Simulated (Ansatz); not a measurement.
CsK₃ (distorted cell), a check of forces and pressure against finite differences

Computed with Ansatz 0.2.0, Python API.

Script `fdcheck_csk3.py`:
```python
"""Forces and pressure of CsK3 against finite differences of the energy with displaced atoms."""

from dataclasses import dataclass

import ansatz as az
import numpy as np


@dataclass(frozen=True)
class RunConfig:
    xc: str = "r2SCAN"
    occupations: str = "gaussian"
    sigma: float = 0.05
    cutoff_ev: int = 650
    kmesh: tuple[int, ...] = (3, 3, 3)
    tolerance: float = 1e-09


cfg = RunConfig()

vectors0 = np.array([
    [0.0, 5.54686, 5.54686],
    [5.54686, 0.0, 5.54686],
    [5.54686, 5.54686, 0.0],
])
sites = [
    ("K", (0.25041, 0.2459, 0.25132)),
    ("K", (0.75339, 0.74646, 0.74958)),
    ("K", (0.50624, 0.49902, 0.49755)),
    ("Cs", (0.99434, 0.00468, 0.9975)),
]


def crystal_on(cell):
    crystal = az.Crystal(lattice=az.Lattice.of(cell))
    for symbol, position in sites:
        crystal = crystal.atom(symbol, position)
    return crystal

def solve(crystal):
    return (
        crystal.calculation()
        .functional(cfg.xc)
        .occupations(cfg.occupations, width=cfg.sigma)
        .mixing("anderson", preconditioner="kerker_dos")
        .basis(cfg.cutoff_ev, xc_grid=2)
        .kpoints(*cfg.kmesh)
        .scf(tolerance=cfg.tolerance)
        .forces()
        .stress()
        .run(threads=1)
    ).report


centre = solve(crystal_on(vectors0))
start = crystal_on(vectors0)
# central difference: F = -(E(+h) - E(-h)) / 2h
print(f"force on atom 2 along y: analytic {centre['forces_ev_ang'][2][1]:.4f} eV/A")
for h in (0.005, 0.02):
    shift = np.eye(3)[1] * h @ np.linalg.inv(vectors0)
    plus, minus = (solve(start.move(2, to=np.array(sites[2][1]) + sign * shift))["lagrangian_ev"] for sign in (1, -1))
    print(f"  step {h} A: numerical {-(plus - minus) / (2 * h):.4f} eV/A")
# P = -dF/dV; the difference feels the change of the plane-wave count with the cell
volume = abs(np.linalg.det(vectors0))
larger, smaller = (solve(crystal_on(vectors0 * (1 + sign * 0.005) ** (1 / 3)))["lagrangian_ev"] for sign in (1, -1))
numerical = -(larger - smaller) / (0.01 * volume) * 160.21766
print(f"pressure: analytic {np.trace(centre['stress_gpa']) / 3:.3f}, numerical {numerical:.3f} GPa")
```

```console
$ python fdcheck_csk3.py
DeckWarning: output.stress: scf.convergence.dr2_threshold = 1e-9 eV is looser than the 4e-10 eV advised for a printed stress (1e-10 eV for each atom of the cell: 4). What an SCF threshold leaves in a stress goes as its square root, and in the free energy as the threshold itself, and one threshold admits the most on a [...]
force on atom 2 along y: analytic -0.0102 eV/A
  step 0.005 A: numerical -0.0102 eV/A
  step 0.02 A: numerical -0.0102 eV/A
pressure: analytic 0.048, numerical 0.048 GPa
```
(Warnings from the package without file and line, shortened.)

Reading the output:
- The settings weren't tested for convergence.
- For a metal this k-point mesh is coarse: on a finer one energies can move by several to tens of meV an atom and pressures by half a GPa or more, differences at one mesh by less.
- Pressure is positive in compression.
- The cell is a database structure, distorted on purpose.
- The central difference errs as the square of the step, so the shorter step is the fairer test; what remains comes from the finite grid and the SCF threshold.
- Timing: 6 min on 1 thread of Arm Neoverse V1, with other jobs on the host, peak memory 0.77 GiB.
